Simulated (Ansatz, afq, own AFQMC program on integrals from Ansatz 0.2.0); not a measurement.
# CHAlGa (doublet): quantum Monte Carlo beside coupled cluster at distance C2–Ga3 = 2.668 Å, cc-pVDZ

Aim: compute CHAlGa (doublet) with auxiliary-field quantum Monte Carlo on the same integrals as coupled cluster, and set the energies side by side.

Method: cc-pVDZ, frozen cores; program: Ansatz 0.2.0, Gaussian basis, and an in-house AFQMC program (afq) on its integrals; all values are calculated.

Plan: PBE (unrestricted); r2SCAN (unrestricted); PBE0 (unrestricted); B3LYP (unrestricted); wB97M-V (unrestricted); B2PLYP (unrestricted); CCSD(T) on UHF; CCSDT(Q) on UHF; Phaseless AFQMC, CISD trial on UHF; Phaseless AFQMC, single-determinant trial on UHF.

## Step 1: What is computed

The geometry derives from a PBE0/def2-TZVP stationary point (not a proven minimum). One bond is set to the value named and the two fragments are kept rigid. No spin-orbit coupling is included. The filled d shell of Ga may be among the frozen orbitals whatever the setting's name suggests.

4 atoms, charge 0, spin multiplicity 2.

Atoms are counted from 1 here; the program's logs count them from 0.

Bond lengths: Al1–C2 1.865 Å, C2–H4 1.098 Å. Angles: Al1–C2–H4 121.7°.

## Step 2: PBE (unrestricted)

Input file in.yaml:

```yaml
crystal:
  periodic: [false, false, false]
  atoms:
    - {symbol: Al, position_ang: [0.000000, -0.013709, 2.724105]}
    - {symbol: C, position_ang: [0.000000, 0.965941, 1.137547]}
    - {symbol: Ga, position_ang: [0.000000, -0.190934, -1.266588]}
    - {symbol: H, position_ang: [0.000000, 2.064388, 1.138038]}
basis:
  gaussian: {orbitals: cc-pVDZ}
magnetization: {spin_polarized: true, initial_magnetization: 1}
hamiltonian: {xc: {name: PBE}}
output: {orbitals: {seedname: orbitals}}
```

Run with:

```
$ ansatz run in.yaml --threads 1 --pin off --events-out ev --progress --plain --max-ram 1382MiB
```

What it wrote:

```text
Functional definition: PBE
  name "PBE"
  cite "Perdew, Burke & Ernzerhof, Phys. Rev. Lett. 77, 3865 (1996) doi:10.1103/PhysRevLett.77.3865"
  parent pbe
  parameter kappa = 0.804
  parameter beta = 0.06672455060314922
  exchange = pbe_x(kappa = kappa, mu = beta*pi^2/3)
  correlation = pbe_c(beta = beta)
869 factors; their error is unknown
mean field evaluation 1: about -59987.9649 eV, gradient 5.9e1 eV
mean field evaluation 2: about -59806.3544 eV, gradient 7.6e1 eV
mean field evaluation 4: about -59983.6376 eV, gradient 5.8e1 eV
mean field evaluation 8: about -60010.5275 eV, gradient 4.3e-1 eV
mean field evaluation 16: about -60010.5041 eV, gradient 5.1e-1 eV
mean field evaluation 32: about -60008.0040 eV, gradient 1.3e1 eV
mean field evaluation 64: about -60009.2774 eV, gradient 2.3e0 eV
mean field evaluation 96: about -60008.8886 eV, gradient 3.4e0 eV
mean field evaluation 128: about -60008.1082 eV, gradient 2.9e0 eV
mean field -60010.52239526 eV, -2205.3460214326 hartree, gradient 9.9e-6 eV, S^2 0.778178; 14 other end points of the search recorded, 0 dependent functions left out
reference -60010.52242913 eV, -2205.3460226775 hartree; 26, 25 occupied and 38, 39 virtual orbitals, 869 factors
Total energy: -60010.52242913 eV, -2205.3460226775 hartree
```

Run time: 14 s. Hardware: 1 thread of Intel Xeon Platinum 8488C (Sapphire Rapids), shared host.

From the report: ⟨S²⟩ of the determinant 0.778 (pure doublet: 0.75).

## Step 3: r2SCAN (unrestricted)

in.yaml, as its differences from that of step 2:

```diff
@@ -10,3 +10,2 @@
 magnetization: {spin_polarized: true, initial_magnetization: 1}
-hamiltonian: {xc: {name: PBE}}
-output: {orbitals: {seedname: orbitals}}
+hamiltonian: {xc: {name: r2SCAN}}
```

Same command.

What it wrote, cut to the lines that bear on the results:

```text
Functional definition: r2SCAN
  name "r2SCAN"
  cite "Furness, Kaplan, Ning, Perdew & Sun, J. Phys. Chem. Lett. 11, 8208 (2020) doi:10.1021/acs.jpclett.0c02405"
  cite "Furness, Kaplan, Ning, Perdew & Sun, J. Phys. Chem. Lett. 11, 9248 (2020) doi:10.1021/acs.jpclett.0c03077"
  parent r2scan
[...]
869 factors; their error is unknown
[...]
mean field -60021.54000840 eV, -2205.7509112475 hartree, gradient 8.8e-6 eV, S^2 0.791539; 18 other end points of the search recorded, 0 dependent functions left out
reference -60021.54002309 eV, -2205.7509117877 hartree; 26, 25 occupied and 38, 39 virtual orbitals, 869 factors
Total energy: -60021.54002309 eV, -2205.7509117877 hartree
```

Wall time 49 s (1 thread of Intel Xeon Platinum 8488C (Sapphire Rapids), shared host).

From the report: ⟨S²⟩ of the determinant 0.792 (pure doublet: 0.75).

## Step 4: PBE0 (unrestricted)

in.yaml, as its differences from that of step 3:

```diff
@@ -10,2 +10,3 @@
 magnetization: {spin_polarized: true, initial_magnetization: 1}
-hamiltonian: {xc: {name: r2SCAN}}
+hamiltonian: {xc: {name: PBE0}}
+output: {orbitals: {seedname: orbitals}}
```

The command is unchanged.

What it wrote, cut to the lines that bear on the results:

```text
Functional definition: PBE0
  name "PBE0"
  cite "Adamo & Barone, J. Chem. Phys. 110, 6158 (1999) doi:10.1063/1.478522"
  cite "Perdew, Burke & Ernzerhof, Phys. Rev. Lett. 77, 3865 (1996) doi:10.1103/PhysRevLett.77.3865"
  parent pbe
[...]
683 factors; integrals over basis functions are off by at most 8.2e-4 eV
[...]
mean field -60012.14179554 eV, -2205.4055332954 hartree, gradient 5.1e-6 eV, S^2 0.759238; 8 other end points of the search recorded, 0 dependent functions left out
reference -60012.14182139 eV, -2205.4055342455 hartree; 26, 25 occupied and 38, 39 virtual orbitals, 683 factors
Total energy: -60012.14182139 eV, -2205.4055342455 hartree
```

Wall time 10 s (1 thread of Intel Xeon Platinum 8488C (Sapphire Rapids), shared host).

From the report: ⟨S²⟩ of the determinant 0.759 (pure doublet: 0.75).

## Step 5: B3LYP (unrestricted)

in.yaml, as its differences from that of step 4:

```diff
@@ -10,3 +10,2 @@
 magnetization: {spin_polarized: true, initial_magnetization: 1}
-hamiltonian: {xc: {name: PBE0}}
-output: {orbitals: {seedname: orbitals}}
+hamiltonian: {xc: {name: B3LYP}}
```

Same command.

What it wrote, cut to the lines that bear on the results:

```text
Functional definition: B3LYP
  name "B3LYP"
  cite "Stephens, Devlin, Chabalowski & Frisch, J. Phys. Chem. 98, 11623 (1994) doi:10.1021/j100096a001"
  cite "Becke, Phys. Rev. A 38, 3098 (1988) doi:10.1103/PhysRevA.38.3098"
  cite "Lee, Yang & Parr, Phys. Rev. B 37, 785 (1988) doi:10.1103/PhysRevB.37.785"
  cite "Vosko, Wilk & Nusair, Can. J. Phys. 58, 1200 (1980) doi:10.1139/p80-159"
[...]
683 factors; integrals over basis functions are off by at most 8.2e-4 eV
[...]
mean field -60025.61640838 eV, -2205.9007161837 hartree, gradient 5.0e-6 eV, S^2 0.756901; 8 other end points of the search recorded, 0 dependent functions left out
reference -60025.61662285 eV, -2205.9007240656 hartree; 26, 25 occupied and 38, 39 virtual orbitals, 683 factors
Total energy: -60025.61662285 eV, -2205.9007240656 hartree
```

It took 9.5 s on 1 thread of Intel Xeon Platinum 8488C (Sapphire Rapids), shared host.

From the report: ⟨S²⟩ of the determinant 0.757 (pure doublet: 0.75).

## Step 6: wB97M-V (unrestricted)

in.yaml, as its differences from that of step 5:

```diff
@@ -10,2 +10,3 @@
 magnetization: {spin_polarized: true, initial_magnetization: 1}
-hamiltonian: {xc: {name: B3LYP}}
+hamiltonian: {xc: {name: wB97M-V}}
+output: {orbitals: {seedname: orbitals}}
```

Same command.

What it wrote, cut to the lines that bear on the results:

```text
Functional definition: wB97M-V
  name "wB97M-V"
  cite "Mardirossian & Head-Gordon, J. Chem. Phys. 144, 214110 (2016) doi:10.1063/1.4952647"
  cite "Becke, J. Chem. Phys. 107, 8554 (1997) doi:10.1063/1.475007"
  cite "Vydrov & Van Voorhis, J. Chem. Phys. 133, 244103 (2010) doi:10.1063/1.3521275"
  # Of w^i u^j: cxij and so on, Table III.
[...]
  gx(w, u) = 1 - cx + cx01*u + cx10*w
  gss(w, u) = css00 + css04*u^4 + css10*w + css20*w^2 + css43*w^4*u^3
  gos(w, u) = cos00 + cos10*w + (cos20 + cos21*u)*w^2 + (cos60 + cos61*u)*w^6
[...]
      + integral(e_c_pw_mod_opposite_spin*gos(b97_w_opposite, b97_u_opposite)) + vv10(b, c)
683 factors; integrals over basis functions are off by at most 8.2e-4 eV
207 factors; integrals over basis functions are off by at most 1.4e-5 eV
[...]
mean field -60019.88736059 eV, -2205.6901775609 hartree, gradient 1.7e-5 eV, S^2 0.759110; 4 other end points of the search recorded, 0 dependent functions left out
reference -60019.88740109 eV, -2205.6901790493 hartree; 26, 25 occupied and 38, 39 virtual orbitals, 683 factors
Total energy: -60019.88740109 eV, -2205.6901790493 hartree
```

It took 22 s on 1 thread of Intel Xeon Platinum 8488C (Sapphire Rapids), shared host; peak memory 0.33 GiB.

From the report: ⟨S²⟩ of the determinant 0.759 (pure doublet: 0.75).

## Step 7: B2PLYP (unrestricted)

in.yaml, as its differences from that of step 6:

```diff
@@ -10,3 +10,3 @@
 magnetization: {spin_polarized: true, initial_magnetization: 1}
-hamiltonian: {xc: {name: wB97M-V}}
-output: {orbitals: {seedname: orbitals}}
+hamiltonian: {xc: {name: B2PLYP}}
+correlation: {electrons: outside_noble_gas}
```

Launched as before.

What it wrote, cut to the lines that bear on the results:

```text
Functional definition: B2PLYP
  name "B2PLYP"
  cite "Grimme, J. Chem. Phys. 124, 034108 (2006) doi:10.1063/1.2148954"
  cite "Becke, Phys. Rev. A 38, 3098 (1988) doi:10.1103/PhysRevA.38.3098"
  cite "Lee, Yang & Parr, Phys. Rev. B 37, 785 (1988) doi:10.1103/PhysRevB.37.785"
[...]
683 factors; integrals over basis functions are off by at most 8.2e-4 eV
[...]
mean field -60005.91384231 eV, -2205.1766602357 hartree, gradient 2.5e-6 eV, S^2 0.767207; 8 other end points of the search recorded, 0 dependent functions left out
20 core orbitals not correlated: weight in the atoms' cores, before any rotation towards them, 1.000 or more for the frozen orbitals, at most 0.000 for the correlated occupied ones
reference -60005.91397824 eV, -2205.1766652310 hartree; 6, 5 occupied and 38, 39 virtual orbitals, 683 factors
second order -7.16615139 eV of doubles, -0.00000000 eV of singles
Total energy: -60007.84883911 eV, -2205.2477700566 hartree
```

It took 13 s on 1 thread of Intel Xeon Platinum 8488C (Sapphire Rapids), shared host.

From the report: ⟨S²⟩ of the determinant 0.767 (pure doublet: 0.75).

## Step 8: CCSD(T) on UHF

in.yaml, as its differences from that of step 7:

```diff
@@ -10,3 +10,2 @@
 magnetization: {spin_polarized: true, initial_magnetization: 1}
-hamiltonian: {xc: {name: B2PLYP}}
-correlation: {electrons: outside_noble_gas}
+correlation: {method: ccsd_t, electrons: outside_noble_gas, hamiltonian_folder: ham}
```

Same command.

What it wrote, cut to the lines that bear on the results:

```text
Functional definition: HF
  name "HF"
  cite "Fock, Z. Phys. 61, 126 (1930) doi:10.1007/BF01340294"
  parent pbe
[...]
683 factors; integrals over basis functions are off by at most 8.2e-4 eV
[...]
mean field -59959.58896099 eV, -2203.4742522472 hartree, gradient 3.0e-6 eV, S^2 1.021793; 26 other end points of the search recorded, 0 dependent functions left out
determinant -59959.58896099 eV, -2203.4742522472 hartree, with singles and doubles -59966.14031416 eV, -2203.7150100357 hartree
determinant -59959.11433577 eV, -2203.4568100920 hartree, with singles and doubles -59965.44010584 eV, -2203.6892778544 hartree
determinant -59958.91769415 eV, -2203.4495836461 hartree, with singles and doubles -59964.65829757 eV, -2203.6605469305 hartree
determinant -59958.67598145 eV, -2203.4407008678 hartree, with singles and doubles -59965.47276265 eV, -2203.6904779699 hartree
[...]
determinant -59957.14595376 eV, -2203.3844733875 hartree, with singles and doubles -59963.20298580 eV, -2203.6070652092 hartree
determinant -59957.09384695 eV, -2203.3825584977 hartree, with singles and doubles -59963.35489672 eV, -2203.6126478329 hartree
determinant -59956.98955104 eV, -2203.3787256934 hartree, with singles and doubles -59963.01015142 eV, -2203.5999786765 hartree
20 core orbitals not correlated: weight in the atoms' cores, before any rotation towards them, 1.000 or more for the frozen orbitals, at most 0.000 for the correlated occupied ones
reference -59959.58896099 eV, -2203.4742522472 hartree; 6, 5 occupied and 38, 39 virtual orbitals, 683 factors
second order -5.26302434 eV of doubles, -0.00000000 eV of singles
cycle   1  -6.55329530 eV  change   -1.9e-3 eV  update   5.3e-3
[...]
cycle  11  -6.55925774 eV  change   -3.1e-6 eV  update   1.0e-5
perturbative correction -0.24980476 eV, -0.0091801555 hartree
Total energy: -59966.39802349 eV, -2203.7244806786 hartree
```

It took 55 s on 1 thread of Intel Xeon Platinum 8488C (Sapphire Rapids), shared host.

From the report: ⟨S²⟩ of the determinant 1.022 (pure doublet: 0.75); correlation -6.8091 eV; T1 0.058; largest double amplitude 0.07.

This run also writes the integrals to the folder ham.

## Step 9: CCSDT(Q) on UHF

in.yaml, as its differences from that of step 8:

```diff
@@ -10,2 +10,2 @@
 magnetization: {spin_polarized: true, initial_magnetization: 1}
-correlation: {method: ccsd_t, electrons: outside_noble_gas, hamiltonian_folder: ham}
+correlation: {method: ccsdt_q, electrons: outside_noble_gas}
```

Same command.

What it wrote, cut to the lines that bear on the results:

```text
Functional definition: HF
  name "HF"
  cite "Fock, Z. Phys. 61, 126 (1930) doi:10.1007/BF01340294"
  parent pbe
[...]
1245 factors; integrals over basis functions are off by at most 2.2e-7 eV
[...]
mean field -59959.58902505 eV, -2203.4742546015 hartree, gradient 3.0e-6 eV, S^2 1.021799; 27 other end points of the search recorded, 0 dependent functions left out
determinant -59959.58902505 eV, -2203.4742546015 hartree, with singles and doubles -59966.14038159 eV, -2203.7150125136 hartree
determinant -59959.11440305 eV, -2203.4568125646 hartree, with singles and doubles -59965.44017332 eV, -2203.6892803342 hartree
determinant -59958.91775963 eV, -2203.4495860523 hartree, with singles and doubles -59964.65836811 eV, -2203.6605495229 hartree
determinant -59958.67605360 eV, -2203.4407035195 hartree, with singles and doubles -59965.47283598 eV, -2203.6904806649 hartree
[...]
determinant -59957.14603039 eV, -2203.3844762034 hartree, with singles and doubles -59963.20307139 eV, -2203.6070683547 hartree
determinant -59957.09391546 eV, -2203.3825610154 hartree, with singles and doubles -59963.35497321 eV, -2203.6126506436 hartree
determinant -59956.98962919 eV, -2203.3787285655 hartree, with singles and doubles -59963.01022064 eV, -2203.5999812205 hartree
20 core orbitals not correlated: weight in the atoms' cores, before any rotation towards them, 1.000 or more for the frozen orbitals, at most 0.000 for the correlated occupied ones
reference -59959.58902505 eV, -2203.4742546015 hartree; 6, 5 occupied and 38, 39 virtual orbitals, 1245 factors
second order -5.26304159 eV of doubles, -0.00000000 eV of singles
cycle   1  -5.96548144 eV  change   -7.0e-1 eV  update   1.2e-1
[...]
cycle  29  -6.85858937 eV  change    2.0e-8 eV  update   1.2e-6
perturbative correction -0.02444592 eV, -0.0008983711 hartree
Total energy: -59966.47206035 eV, -2203.7272014830 hartree
```

Wall time 2.1 min (1 thread of Intel Xeon Platinum 8488C (Sapphire Rapids), shared host); peak memory 0.51 GiB.

From the report: ⟨S²⟩ of the determinant 1.022 (pure doublet: 0.75); correlation -6.8830 eV; T1 0.063; largest double amplitude 0.07.

## Step 10: Phaseless AFQMC, CISD trial on UHF

It reads the integrals that the CCSD(T) run on this determinant wrote.

Run with:

```
$ afq ham --method phaseless --trial cisd --walkers 60 --populations 1 --least-time 40 --time-step 0.005 --steps-per-block 50 --equilibration-blocks 40 --max-blocks 300 --target-error 0.0008 --factor-cut 1e-05 --start spin_pure --seed 8653 --release-times 0.24,0.51,0.99,1.62,2.4 --release-step 0.03 --release-every 4 --taylor-order 6
```

What it wrote:

```text
orbitals 44  electrons 6 5  factors 337 of 683
reference energy -2203.47425225 Eh
CCSD correlation -0.24104790 Eh in 18 cycles, weight of the determinant in the CISD state 0.7666
energy of the start -2203.696683 Eh
 block  time / (1/Eh)  mean weight  energy / Eh
     1     0.250  1.0005  -2203.699826
     2     0.500  1.0020  -2203.704700
     3     0.750  0.9999  -2203.708446
     4     1.000  1.0011  -2203.710791
     5     1.250  1.0015  -2203.715004
     6     1.500  1.0007  -2203.715661
     7     1.750  0.9975  -2203.714799
     8     2.000  1.0004  -2203.719450
     9     2.250  1.0007  -2203.719658
    10     2.500  1.0001  -2203.723708
    13     3.250  1.0017  -2203.729285
    19     4.750  1.0007  -2203.727984
    25     6.250  0.9997  -2203.718770
    31     7.750  1.0005  -2203.727199
    37     9.250  0.9979  -2203.721038
    43    10.750  0.9993  -2203.719795
    49    12.250  1.0022  -2203.724536
    55    13.750  0.9992  -2203.728195
    61    15.250  0.9987  -2203.731851
    67    16.750  0.9987  -2203.728076
    73    18.250  0.9999  -2203.724996
    79    19.750  1.0006  -2203.722698
    85    21.250  1.0017  -2203.736241
    91    22.750  1.0013  -2203.720485
    97    24.250  1.0014  -2203.719098
   103    25.750  1.0018  -2203.728208
   109    27.250  0.9997  -2203.726326
   115    28.750  0.9996  -2203.720698
   121    30.250  1.0016  -2203.738624
   127    31.750  0.9996  -2203.715242
   133    33.250  1.0003  -2203.727496
   139    34.750  0.9995  -2203.719403
   145    36.250  0.9991  -2203.722727
   151    37.750  1.0012  -2203.719924
   157    39.250  1.0001  -2203.712431
   163    40.750  0.9996  -2203.717019
   169    42.250  0.9999  -2203.730441
   175    43.750  0.9999  -2203.714559
   181    45.250  0.9994  -2203.721348
   187    46.750  1.0010  -2203.714426
   193    48.250  0.9995  -2203.729608
   199    49.750  0.9968  -2203.726592
   205    51.250  0.9971  -2203.720507
   211    52.750  0.9977  -2203.722852
   217    54.250  1.0000  -2203.724193
   223    55.750  1.0009  -2203.720272
   229    57.250  0.9992  -2203.730437
   235    58.750  1.0011  -2203.730577
   241    60.250  0.9997  -2203.731205
   247    61.750  1.0005  -2203.716112
   253    63.250  0.9986  -2203.722727
   259    64.750  1.0011  -2203.716318
   265    66.250  1.0003  -2203.725298
blocks merged  error / Eh  count
     1  0.000451  230
     2  0.000559  115
     4  0.000676  57
     8  0.000759  28
    16  0.000768  14
released: time / (1/Eh)  energy / Eh  error  mean overlap
  0.24  -2203.725864  0.000974  0.9960
  0.51  -2203.725690  0.000925  1.0019
  0.99  -2203.727111  0.000924  0.9843
  1.62  -2203.728321  0.000949  0.9738
  2.40  -2203.726513  0.001414  0.9845
energy -2203.725123 +/- 0.000759 Eh
```

Wall time 8 min (1 thread of Intel Xeon Platinum 8488C (Sapphire Rapids), shared host).

Energy -59966.4155 ± 0.0207 eV. Caveats: constraint bias not in the error.

## Step 11: Phaseless AFQMC, single-determinant trial on UHF

It reads the integrals that the CCSD(T) run on this determinant wrote.

Run with:

```
$ afq ham --method phaseless --trial hf --walkers 120 --populations 1 --least-time 40 --time-step 0.005 --steps-per-block 20 --equilibration-blocks 160 --max-blocks 600 --target-error 0.0024000000000000002 --factor-cut 1e-05 --start spin_pure --seed 1984 --taylor-order 6
```

What it wrote:

```text
orbitals 44  electrons 6 5  factors 337 of 683
reference energy -2203.47425225 Eh
CCSD correlation -0.24104790 Eh in 18 cycles, weight of the determinant in the CISD state 0.7666
energy of the start -2203.479507 Eh
 block  time / (1/Eh)  mean weight  energy / Eh
     1     0.100  1.0004  -2203.517843
     2     0.200  1.0009  -2203.548325
     3     0.300  1.0020  -2203.563853
     4     0.400  1.0013  -2203.593950
     5     0.500  1.0025  -2203.614725
     6     0.600  0.9994  -2203.624181
     7     0.700  1.0019  -2203.630348
     8     0.800  1.0012  -2203.638851
     9     0.900  1.0012  -2203.642299
    10     1.000  1.0009  -2203.648745
    15     1.500  1.0023  -2203.688861
    29     2.900  0.9998  -2203.709601
    43     4.300  1.0019  -2203.683458
    57     5.700  0.9991  -2203.691450
    71     7.100  0.9986  -2203.702663
    85     8.500  1.0011  -2203.715784
    99     9.900  1.0003  -2203.714129
   113    11.300  1.0002  -2203.762020
   127    12.700  1.0009  -2203.736060
   141    14.100  1.0005  -2203.756961
   155    15.500  0.9992  -2203.714262
   169    16.900  1.0004  -2203.748929
   183    18.300  0.9997  -2203.715674
   197    19.700  1.0010  -2203.731670
   211    21.100  0.9986  -2203.734517
   225    22.500  1.0014  -2203.733332
   239    23.900  1.0001  -2203.731126
   253    25.300  1.0012  -2203.683142
   267    26.700  1.0007  -2203.713035
   281    28.100  0.9996  -2203.719990
   295    29.500  1.0006  -2203.712755
   309    30.900  1.0011  -2203.736888
   323    32.300  1.0012  -2203.719296
   337    33.700  1.0013  -2203.704091
   351    35.100  0.9997  -2203.721906
   365    36.500  0.9995  -2203.726782
   379    37.900  1.0000  -2203.708514
   393    39.300  1.0008  -2203.732371
   407    40.700  1.0002  -2203.733796
   421    42.100  0.9987  -2203.746029
   435    43.500  0.9996  -2203.711575
   449    44.900  1.0015  -2203.731765
   463    46.300  0.9985  -2203.729896
   477    47.700  1.0015  -2203.713726
   491    49.100  0.9982  -2203.760747
   505    50.500  0.9988  -2203.746981
   519    51.900  1.0007  -2203.718973
   533    53.300  0.9993  -2203.735347
   547    54.700  1.0008  -2203.735231
blocks merged  error / Eh  count
     1  0.000927  400
     2  0.001195  200
     4  0.001452  100
     8  0.001871  50
    16  0.001995  25
    32  0.002252  12
energy -2203.726729 +/- 0.001995 Eh
```

Run time: 4 min. Hardware: 1 thread of Intel Xeon Platinum 8488C (Sapphire Rapids), shared host.

Energy -59966.4592 ± 0.0543 eV. Caveats: constraint bias not in the error.

## Step 12: AFQMC on the ladder

On the UHF determinant, counted from CCSDT(Q) (a yardstick, not exact):

```csv
level,energy (eV),from CCSDT(Q) (kJ/mol),statistical error (kJ/mol),time
HF,-59959.5890,+664.1,,
MP2,-59964.8520,+156.3,,
CCSD,-59966.1482,+31.2,,
CCSD(T),-59966.3980,+7.1,,
CCSDT(Q),-59966.4721,0.0,,
"Phaseless AFQMC, CISD trial, step 0.005, 60 walkers",-59966.4155,+5.5,2.0,8 min
"Phaseless AFQMC, single-determinant trial, step 0.005, 120 walkers",-59966.4592,+1.2,5.2,4 min
```

The functionals' totals stand on their own zeros and serve differences with other points: PBE -60010.522 eV; r2SCAN -60021.540 eV; PBE0 -60012.142 eV; B3LYP -60025.617 eV; wB97M-V -60019.887 eV; B2PLYP -60007.849 eV.

## Step 13: Outcome

| quantity | value |
| --- | --- |
| CCSD(T) on UHF from CCSDT(Q) | +7.1 kJ/mol |
| Phaseless AFQMC, CISD trial on UHF from CCSDT(Q) | +5.5 ± 2.0 kJ/mol |
| Phaseless AFQMC, single-determinant trial on UHF from CCSDT(Q) | +1.2 ± 5.2 kJ/mol |

**Reading.** On UHF the phaseless walk with the CISD trial lies +5.5 kJ/mol from CCSDT(Q), within three error bars. Error bars are statistical and leave out the constraint, the time step and what remains of the start.
